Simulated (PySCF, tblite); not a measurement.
# C₃H₁₀OSi₄: geometry, infrared bands and NMR shifts

Wanted: the infrared bands and NMR shifts of C₃H₁₀OSi₄ (`O=CC#C[Si@H]([SiH3])[SiH2][SiH3]`), by calculation.

Programs: tblite 0.8.0 and PySCF 2.14.0, with density-fitted response routines of our own. Each step states its level of theory. These are calculated values for one molecule in the gas phase, unless marked as measured. Atoms are numbered from 0 throughout.

**1. The molecule as given**

18 atoms, charge 0, multiplicity 1; geometry from: force field or distance geometry start.

Bonds of the start (Å): O0–C1 1.27, C1–C2 1.46, C2–C3 1.18, C3–Si4 1.81, Si4–Si5 2.23, Si4–Si6 2.22, Si6–Si7 2.23, C1–H8 1.07, Si4–H9 1.48, Si5–H10 1.48, Si5–H11 1.47, Si5–H12 1.49, Si6–H13 1.48, Si6–H14 1.47, Si7–H15 1.47, Si7–H16 1.47, Si7–H17 1.45.

**2. Optimising the geometry with GFN2-xTB**

What the job is given:

```
{"job": {"kind": "relax", "xc": "GFN2-xTB", "basis": "xTB"}, "charge": 0, "multiplicity": 1}
O     -3.046800     1.979200     2.571700
C     -2.625000     2.324300     1.428400
C     -1.882700     1.369600     0.617800
C     -1.299300     0.598700    -0.066800
Si    -0.387000    -0.579700    -1.095400
Si    -0.903200    -2.687300    -0.594300
Si     1.814000    -0.289600    -0.964600
Si     2.417300     1.057300     0.708600
H     -2.809400     3.328600     1.119500
H     -0.768700    -0.385100    -2.516400
H     -2.121500    -3.056400    -1.343500
H      0.200500    -3.558900    -1.029100
H     -1.172200    -2.823700     0.869100
H      2.474700    -1.591600    -0.746800
H      2.315000     0.286500    -2.224400
H      3.826600     0.788300     1.005100
H      1.663500     0.801800     1.940500
H      2.295400     2.444300     0.308900
```

Launch:

```
$ OMP_NUM_THREADS=1 python probes_run.py task.json out
```

The driver reads the jobs from task.json and runs them one after another.

**Question.** This job is followed by: GFN2-xTB harmonic vibrations, gas phase; GIAO PBE0/pcSseg-1 NMR shielding, non-relativistic, gas phase. Predict these results of the whole session: strongest single infrared mode (GFN2-xTB); zero-point energy (GFN2-xTB); 13C shifts against TMS (PBE0/pcSseg-1); 1H shifts against TMS (PBE0/pcSseg-1, means over atoms taken as alike); 17O shifts against H2O (PBE0/pcSseg-1); 29Si shifts against TMS (PBE0/pcSseg-1).

**Answer**, as computed:

```
                                                              quantity                                   value
                             strongest single infrared mode (GFN2-xTB)                    772 cm⁻¹, 745 km/mol
                                          zero-point energy (GFN2-xTB)                           62.3 kcal/mol
                                13C shifts against TMS (PBE0/pcSseg-1)                 181.2, 115.0, 107.1 ppm
1H shifts against TMS (PBE0/pcSseg-1, means over atoms taken as alike)  9.47, 4.53, 3.67, 3.65, 3.60, 3.42 ppm
                                17O shifts against H2O (PBE0/pcSseg-1)                               758.3 ppm
                               29Si shifts against TMS (PBE0/pcSseg-1)      -106.9, -107.3, -115.3, -125.0 ppm
```

In words: Relaxing lowered the energy by 0.705 eV in 113 steps; the close pair that moved most is Si4–Si6, from 2.224 to 2.339 Å. The lowest mode is slightly imaginary (12i cm⁻¹), a soft motion within the noise of the Hessian, so the minimum is not strictly shown. The strongest single mode, at 772 cm⁻¹, has its largest shares on H12, H10 and H11 (the list is cut at 3 atoms). Unscaled tight-binding wavenumbers are off by several per cent, some by more. Its intensities can rank the bands wrongly. The most deshielded carbon is C1 (aldehyde carbonyl carbon), at 181.2 ppm: low-lying n→π* states of the double bond to the heteroatom give a large paramagnetic term (-243 ppm). H8 (hydrogen on an aldehyde carbonyl carbon) lies farthest downfield among hydrogen, at 9.47 ppm; deshielded by the polar, anisotropic C=O bond. At PBE0/pcSseg-1: The largest span, 1551 ppm, is at O0, where the paramagnetic term is -823 ppm.
